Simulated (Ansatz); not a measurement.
Born–Oppenheimer molecular dynamics of a periodic cell of 16 atoms, Si (start crystal Si, start structure diamond, volume 1.15 times the crystal's). It starts from a structure without forces on its atoms.

Computed with DFT PBE, scalar-relativistic, plane waves, PAW (Ansatz). Settings: accuracy low, cutoff 420 eV, k mesh 2x2x2, fermi-dirac smearing 0.36 eV, no spin polarisation.

```json
{
  "ensemble": "NVT, Langevin thermostat",
  "time step": "1.5 fs",
  "steps asked": "90",
  "set temperature": "4200 K",
  "friction": "0.02 /fs",
  "seed": "948359"
}
```

Frames 7.5 fs apart, positions in Å, forces in eV/Å.

Velocities at 15.0 fs (Å/ps):

```
Si 3.95 -12.29 12.75
Si -12.63 11.07 -15.77
Si 4.74 -7.04 -6.06
Si 5.10 -11.07 9.89
Si -13.50 2.30 0.07
Si -11.05 12.77 6.89
Si -2.92 0.43 -4.53
Si -8.99 -13.73 -8.03
Si -2.64 7.61 -4.16
Si -9.20 13.81 2.02
Si -4.40 -8.12 9.70
Si -0.96 5.45 1.13
Si 8.84 21.43 -3.23
Si -11.07 6.29 14.94
Si 7.47 -13.03 4.42
Si 15.11 -4.37 2.47
```

```xyz
16
Lattice="0.0000 5.6890 5.6890 5.6890 0.0000 5.6890 5.6890 5.6890 0.0000" Properties=species:S:1:pos:R:3:forces:R:3 time_fs=15.0 energy_less_start_eV=4.188 T=2887
Si 0.055 -0.318 0.097 -1.80 3.35 2.05
Si 1.389 1.725 1.263 -1.12 -2.76 1.50
Si 2.773 2.776 -0.085 1.86 1.32 -0.89
Si 4.377 4.183 1.684 -2.34 1.35 -2.72
Si 2.788 0.083 2.902 -0.83 0.55 0.13
Si 4.135 1.615 4.312 0.84 -1.41 -0.31
Si 5.586 2.869 2.832 1.86 -3.20 0.95
Si 7.012 4.055 4.167 1.12 1.41 0.55
Si -0.091 2.880 2.810 1.44 0.93 -0.59
Si 1.185 4.437 4.251 2.02 -2.52 -1.39
Si 2.836 5.463 2.966 0.50 2.05 -0.56
Si 4.324 7.298 4.092 -1.24 -2.65 1.90
Si 2.987 3.100 5.633 -1.47 -0.09 0.98
Si 4.186 4.332 7.372 0.47 0.53 -1.83
Si 5.902 5.484 5.715 -1.00 1.11 0.45
Si 7.275 7.070 7.116 -0.31 0.05 -0.21
16
Lattice="0.0000 5.6890 5.6890 5.6890 0.0000 5.6890 5.6890 5.6890 0.0000" Properties=species:S:1:pos:R:3:forces:R:3 time_fs=22.5 energy_less_start_eV=6.061 T=3188
Si 0.079 -0.396 0.215 -1.42 3.13 1.75
Si 1.316 1.792 1.134 -1.68 -2.99 2.05
Si 2.773 2.726 -0.144 2.34 1.53 -0.92
Si 4.393 4.094 1.717 -3.26 2.13 -2.89
Si 2.677 0.111 2.886 -0.68 0.78 0.60
Si 4.064 1.645 4.428 0.90 -1.41 -0.88
Si 5.580 2.840 2.854 2.07 -4.24 1.50
Si 7.005 3.964 4.161 1.17 1.88 0.56
Si -0.109 2.931 2.738 1.76 0.17 0.34
Si 1.183 4.530 4.247 0.83 -2.77 -1.02
Si 2.829 5.419 3.046 1.63 2.27 -1.34
Si 4.358 7.315 4.112 -0.79 -2.54 1.32
Si 3.013 3.277 5.631 -1.31 -0.23 0.88
Si 4.116 4.337 7.511 0.05 0.97 -2.36
Si 5.949 5.399 5.738 -0.85 1.28 0.58
Si 7.392 7.035 7.133 -0.76 0.04 -0.18
16
Lattice="0.0000 5.6890 5.6890 5.6890 0.0000 5.6890 5.6890 5.6890 0.0000" Properties=species:S:1:pos:R:3:forces:R:3 time_fs=30.0 energy_less_start_eV=6.327 T=2780
Si 0.112 -0.398 0.324 -0.54 2.40 0.39
Si 1.298 1.825 1.046 -2.20 -2.99 2.34
Si 2.802 2.665 -0.201 2.82 1.51 -0.39
Si 4.359 4.029 1.699 -2.12 1.12 -1.69
Si 2.532 0.120 2.888 -0.19 0.74 0.78
Si 4.045 1.607 4.531 0.48 -0.79 -0.72
Si 5.624 2.724 2.874 1.29 -2.78 0.95
Si 7.060 3.892 4.219 0.19 1.81 -0.42
Si -0.131 2.899 2.671 1.75 0.28 0.60
Si 1.230 4.590 4.202 -0.71 -2.37 0.19
Si 2.926 5.439 3.118 1.90 2.08 -1.63
Si 4.394 7.291 4.142 -0.17 -2.54 0.84
Si 3.036 3.477 5.603 -0.54 -0.70 0.45
Si 4.066 4.368 7.619 -0.25 0.87 -2.31
Si 5.975 5.365 5.702 -0.81 1.44 0.80
Si 7.471 7.012 7.166 -0.91 -0.09 -0.18
16
Lattice="0.0000 5.6890 5.6890 5.6890 0.0000 5.6890 5.6890 5.6890 0.0000" Properties=species:S:1:pos:R:3:forces:R:3 time_fs=37.5 energy_less_start_eV=6.105 T=3108
Si 0.179 -0.442 0.380 -0.43 1.61 -0.14
Si 1.261 1.787 1.006 -1.66 -2.46 1.81
Si 2.842 2.621 -0.240 2.70 0.72 0.84
Si 4.250 3.950 1.647 -0.44 0.36 -0.74
Si 2.393 0.167 2.906 0.56 0.29 0.59
Si 4.102 1.479 4.535 -0.09 0.13 -0.27
Si 5.674 2.587 2.883 0.73 -1.07 0.43
Si 7.183 3.866 4.244 -1.16 1.59 -1.61
Si -0.144 2.839 2.657 1.53 0.64 0.31
Si 1.204 4.566 4.108 -0.28 -1.36 0.22
Si 3.072 5.506 3.162 0.30 0.52 -1.35
Si 4.407 7.216 4.123 0.50 -1.99 1.06
Si 3.047 3.649 5.580 0.20 -1.18 0.09
Si 4.048 4.392 7.705 -0.68 0.82 -1.95
Si 6.035 5.350 5.628 -0.82 1.49 0.92
Si 7.515 6.941 7.187 -0.95 -0.10 -0.20
16
Lattice="0.0000 5.6890 5.6890 5.6890 0.0000 5.6890 5.6890 5.6890 0.0000" Properties=species:S:1:pos:R:3:forces:R:3 time_fs=45.0 energy_less_start_eV=6.132 T=3238
Si 0.222 -0.473 0.449 -0.45 0.46 -1.03
Si 1.155 1.680 1.004 0.38 -1.39 0.35
Si 2.935 2.577 -0.266 1.34 -0.09 1.55
Si 4.173 3.874 1.602 0.59 0.11 0.02
Si 2.273 0.253 2.950 1.01 -0.25 0.46
Si 4.192 1.319 4.525 -0.34 0.21 -0.05
Si 5.709 2.423 2.941 0.49 0.15 -0.13
Si 7.276 3.859 4.231 -1.72 1.39 -1.49
Si -0.106 2.761 2.610 0.52 1.30 0.46
Si 1.227 4.454 4.021 -0.27 -0.45 0.77
Si 3.151 5.554 3.177 -1.07 -1.35 -1.86
Si 4.478 7.083 4.056 1.23 -0.52 2.01
Si 3.059 3.810 5.583 0.35 -1.06 -0.03
Si 4.051 4.439 7.739 -0.51 0.58 -1.35
Si 6.011 5.358 5.617 -0.48 1.02 0.54
Si 7.537 6.877 7.229 -1.06 -0.10 -0.23
16
Lattice="0.0000 5.6890 5.6890 5.6890 0.0000 5.6890 5.6890 5.6890 0.0000" Properties=species:S:1:pos:R:3:forces:R:3 time_fs=52.5 energy_less_start_eV=6.872 T=3508
Si 0.247 -0.488 0.506 -0.86 -1.13 -1.59
Si 1.073 1.532 1.002 1.52 0.48 -0.02
Si 3.023 2.499 -0.287 -0.03 -0.01 1.08
Si 4.091 3.817 1.534 1.27 0.05 0.50
Si 2.142 0.409 2.988 1.20 -0.77 0.60
Si 4.325 1.254 4.534 -0.60 -0.20 0.05
Si 5.742 2.303 2.953 0.53 0.93 -0.49
Si 7.326 3.856 4.175 -1.57 1.08 -0.72
Si -0.071 2.775 2.568 0.01 1.17 0.42
Si 1.288 4.407 3.925 -0.90 -0.30 0.98
Si 3.177 5.543 3.152 -1.22 -1.82 -2.03
Si 4.541 6.995 3.983 1.78 0.39 2.33
Si 3.041 3.996 5.533 0.42 -0.71 0.23
Si 4.028 4.503 7.742 -0.35 0.52 -0.97
Si 5.949 5.381 5.698 -0.06 0.45 -0.07
Si 7.542 6.837 7.263 -1.14 -0.13 -0.29
16
Lattice="0.0000 5.6890 5.6890 5.6890 0.0000 5.6890 5.6890 5.6890 0.0000" Properties=species:S:1:pos:R:3:forces:R:3 time_fs=60.0 energy_less_start_eV=7.963 T=3193
Si 0.246 -0.529 0.486 -1.11 -2.05 -1.64
Si 0.991 1.444 0.965 2.00 1.86 -0.08
Si 3.062 2.443 -0.288 -0.74 -0.11 0.12
Si 4.013 3.783 1.459 1.67 0.01 0.75
Si 2.013 0.597 3.066 0.91 -0.95 0.57
Si 4.474 1.237 4.504 -1.25 -1.06 0.94
Si 5.777 2.186 2.983 0.96 1.85 -1.40
Si 7.310 3.859 4.096 -0.94 0.74 -0.01
Si 0.023 2.830 2.550 -0.43 0.96 0.07
Si 1.320 4.447 3.845 -1.94 -0.58 0.76
Si 3.185 5.455 3.097 -0.17 -0.85 -1.79
Si 4.604 6.956 3.853 1.22 0.47 2.40
Si 2.968 4.175 5.458 0.63 -0.44 0.83
Si 3.990 4.567 7.743 -0.05 0.34 -0.75
Si 5.866 5.411 5.825 0.12 0.19 -0.47
Si 7.501 6.818 7.289 -0.89 -0.37 -0.31
16
Lattice="0.0000 5.6890 5.6890 5.6890 0.0000 5.6890 5.6890 5.6890 0.0000" Properties=species:S:1:pos:R:3:forces:R:3 time_fs=67.5 energy_less_start_eV=9.100 T=3369
Si 0.222 -0.568 0.455 -1.23 -2.53 -1.67
Si 0.977 1.371 0.885 1.91 2.97 0.66
Si 3.079 2.351 -0.269 -1.16 -0.51 -0.95
Si 3.980 3.741 1.302 1.77 0.54 1.66
Si 1.901 0.722 3.174 0.44 -0.84 0.29
Si 4.597 1.215 4.522 -1.33 -1.48 1.44
Si 5.742 2.183 2.946 0.97 2.16 -1.62
Si 7.294 3.850 4.052 -0.46 0.49 0.13
Si 0.076 2.864 2.593 -0.38 0.44 -0.81
Si 1.311 4.469 3.825 -3.53 -0.80 0.18
Si 3.122 5.363 3.038 1.47 -0.02 -1.82
Si 4.622 6.919 3.737 0.56 0.04 2.26
Si 2.864 4.312 5.364 1.44 -0.32 2.01
Si 3.951 4.637 7.801 0.09 0.15 -0.64
Si 5.747 5.444 5.964 0.23 0.14 -0.42
Si 7.467 6.822 7.381 -0.80 -0.42 -0.68
16
Lattice="0.0000 5.6890 5.6890 5.6890 0.0000 5.6890 5.6890 5.6890 0.0000" Properties=species:S:1:pos:R:3:forces:R:3 time_fs=75.0 energy_less_start_eV=9.466 T=3606
Si 0.141 -0.680 0.423 -0.24 -0.91 -1.38
Si 1.006 1.345 0.785 1.11 1.71 0.78
Si 3.157 2.236 -0.275 -1.49 -0.90 -1.65
Si 3.974 3.666 1.199 1.55 0.95 2.49
Si 1.804 0.780 3.265 0.13 -0.74 -0.01
Si 4.677 1.105 4.542 -0.62 -1.15 0.71
Si 5.651 2.229 2.844 0.75 1.59 -0.83
Si 7.270 3.866 4.081 -0.29 0.17 -0.08
Si 0.134 2.887 2.676 -0.82 -0.61 -1.83
Si 1.229 4.485 3.751 -3.15 -0.01 1.10
Si 3.039 5.338 2.988 2.43 -0.15 -1.68
Si 4.640 6.866 3.647 0.36 -0.11 2.00
Si 2.813 4.426 5.324 1.07 -0.04 1.81
Si 3.943 4.734 7.904 0.14 0.03 -0.28
Si 5.591 5.458 6.085 0.35 0.11 -0.33
Si 7.453 6.782 7.391 -1.29 0.07 -0.83
16
Lattice="0.0000 5.6890 5.6890 5.6890 0.0000 5.6890 5.6890 5.6890 0.0000" Properties=species:S:1:pos:R:3:forces:R:3 time_fs=82.5 energy_less_start_eV=9.541 T=3925
Si -0.002 -0.801 0.366 1.34 1.05 -1.21
Si 1.091 1.384 0.717 0.07 -0.04 0.70
Si 3.200 2.133 -0.326 -0.86 -0.44 -1.23
Si 4.001 3.614 1.195 0.28 -0.01 2.32
Si 1.728 0.794 3.319 -0.02 -0.73 -0.19
Si 4.732 0.952 4.561 -0.11 -0.53 -0.30
Si 5.611 2.287 2.771 0.72 0.67 -0.05
Si 7.227 3.848 4.113 -0.10 0.02 -0.35
Si 0.200 2.888 2.744 -1.80 -3.26 -3.23
Si 0.997 4.505 3.689 -0.01 3.48 2.78
Si 2.993 5.338 2.954 1.21 -1.31 -0.71
Si 4.676 6.791 3.548 0.45 0.15 1.74
Si 2.826 4.513 5.321 0.12 0.21 0.72
Si 3.980 4.798 8.002 -0.08 -0.12 0.37
Si 5.380 5.528 6.190 0.53 0.18 -0.54
Si 7.463 6.712 7.309 -1.73 0.66 -0.82
16
Lattice="0.0000 5.6890 5.6890 5.6890 0.0000 5.6890 5.6890 5.6890 0.0000" Properties=species:S:1:pos:R:3:forces:R:3 time_fs=90.0 energy_less_start_eV=9.449 T=3697
Si -0.085 -0.939 0.247 2.04 1.62 -0.70
Si 1.177 1.412 0.688 -0.58 -0.62 0.68
Si 3.227 2.083 -0.356 -0.27 -0.22 -0.95
Si 4.035 3.570 1.233 -0.80 -0.52 2.02
Si 1.647 0.810 3.358 -0.04 -0.78 -0.25
Si 4.765 0.814 4.533 0.06 0.02 -0.88
Si 5.574 2.357 2.699 1.00 -0.14 0.51
Si 7.166 3.819 4.149 0.06 -0.03 -0.51
Si 0.201 2.812 2.756 -0.69 -2.39 -2.55
Si 0.762 4.600 3.671 0.41 3.20 1.65
Si 2.997 5.307 2.904 0.03 -1.82 -0.37
Si 4.662 6.728 3.476 0.50 0.36 1.59
Si 2.880 4.591 5.304 -0.20 0.34 0.38
Si 3.975 4.869 8.072 -0.48 -0.38 1.06
Si 5.205 5.650 6.305 0.70 0.49 -0.93
Si 7.483 6.689 7.233 -1.73 0.87 -0.74
16
Lattice="0.0000 5.6890 5.6890 5.6890 0.0000 5.6890 5.6890 5.6890 0.0000" Properties=species:S:1:pos:R:3:forces:R:3 time_fs=97.5 energy_less_start_eV=9.573 T=3454
Si -0.113 -1.085 0.150 1.68 1.29 0.58
Si 1.238 1.415 0.662 -0.80 -0.71 0.55
Si 3.278 2.001 -0.409 0.08 -0.04 -0.34
Si 4.005 3.555 1.272 -1.15 -0.63 1.31
Si 1.597 0.761 3.392 -0.05 -0.83 -0.21
Si 4.797 0.683 4.461 -0.52 1.26 -0.51
Si 5.565 2.425 2.650 1.10 -0.67 0.67
Si 7.073 3.815 4.132 0.22 0.05 -0.48
Si 0.187 2.693 2.684 0.41 0.19 -1.20
Si 0.543 4.734 3.688 1.29 -0.15 -1.14
Si 3.004 5.249 2.878 -0.93 -2.03 -0.44
Si 4.598 6.672 3.405 0.87 0.74 1.36
Si 2.931 4.647 5.269 -0.29 0.41 0.36
Si 3.988 4.911 8.124 -1.20 -0.80 1.63
Si 5.050 5.812 6.416 0.95 1.00 -1.50
Si 7.526 6.648 7.147 -1.65 0.92 -0.65
```

Of the whole run (135 fs, mean temperature of the second half 3778 K): The mean temperature of the second half is 10 % below the set value. A run of 0.14 ps of so small a system gives no equilibrium averages. Limits of this set-up: coarse k mesh, low accuracy level.

Time of the run: 11 min on 1 thread of Arm Neoverse V1, with other jobs on the host, peak memory 0.7 GiB.
